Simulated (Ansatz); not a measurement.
**The pair F···H₂O, charge −1: a pair, distance and angle**

Aim: map the energy of the pair F···H₂O, charge −1 over two coordinates, and find its wells, ridges and stiffness.

Program: Ansatz 0.2.0. Level of theory: RKS BHLYP-D4/def2-TZVPD. These are calculated values, not measurements.

## (1) The system as given

4 atoms, charge -1, spin multiplicity 1.

Atoms are counted from 1 here; the program's logs count them from 0.

Bond lengths: O2–H3 0.971 Å, O2–H4 1.092 Å. Angles: H3–O2–H4 101.9°.

Geometry (Å):

```xyz
4

F    -0.0754   -0.1203   -1.6146
O    -0.0377   -0.2808    0.8242
H     0.1738    0.6375    1.0567
H    -0.0607   -0.2365   -0.2662
```

## (5) The grid

First coordinate, distance H4···F1: 15 values from 1.169 to 3.769 Å. Second coordinate, turn of F1 about H4: 15 values from −90.0 °.

Nothing else is relaxed (both partners rigid). Energies count from the ion and the molecule far apart, frozen as in the relaxed pair, each in its own basis (no counterpoise correction). Points are written as (first, second).

(The set-up runs are not shown.)

## (6) Point (2.570 Å, 25.7°)

The input, input.yaml:

```yaml
crystal:
  periodic: [false, false, false]
  atoms:
    - { symbol: F, position_ang: [-0.328345, -1.117989, -2.633987] }
    - { symbol: O, position_ang: [-0.035759, -0.269749, 0.806934] }
    - { symbol: H, position_ang: [0.170905, 0.625812, 1.046298] }
    - { symbol: H, position_ang: [-0.060454, -0.239873, -0.233561] }
total_charge: -1
basis:
  gaussian: { orbitals: def2-TZVPD }
hamiltonian:
  xc: { name: BHLYP }
  dispersion: d4
output:
  forces: true
```

Run with:

```console
$ ansatz run input.yaml --threads 1 --pin off --max-ram 2560MiB --backend cpu --events-out ev --progress --plain --runs-dir out
```

Further runs follow: the other points that were computed.

Q: Predict the outcome of this session. Wanted: lowest point; highest computed point; largest force on an atom.

As calculated:

| quantity | value |
| --- | --- |
| lowest point | (1.339 Å, 0.0°), −31.7 kcal/mol |
| highest computed point | (1.169 Å, −90.0°), 211.8 kcal/mol above the lowest |
| largest force on an atom (eV/Å) | 0.5 at (1.339 Å, 0.0°) to 31.0 at (1.169 Å, −90.0°); 0.5 at the lowest point |
| time for the whole task | 4 min on 1 thread, shared host |

In words: The lowest computed point is at (1.339 Å, 0.0°), −31.7 kcal/mol from the ion and the molecule far apart, frozen as in the relaxed pair, each in its own basis (no counterpoise correction). The grid is coarse, so the lowest point of the scanned range may lie between grid points; coordinates that were held can hide deeper minima. No other kind of well shows on this grid. The highest computed point, (1.169 Å, −90.0°), lies 211.8 kcal/mol above the lowest. Round the minimum the two coordinates are nearly uncoupled. No counterpoise correction was made, so wells between separate parts tend to come out somewhat too deep.
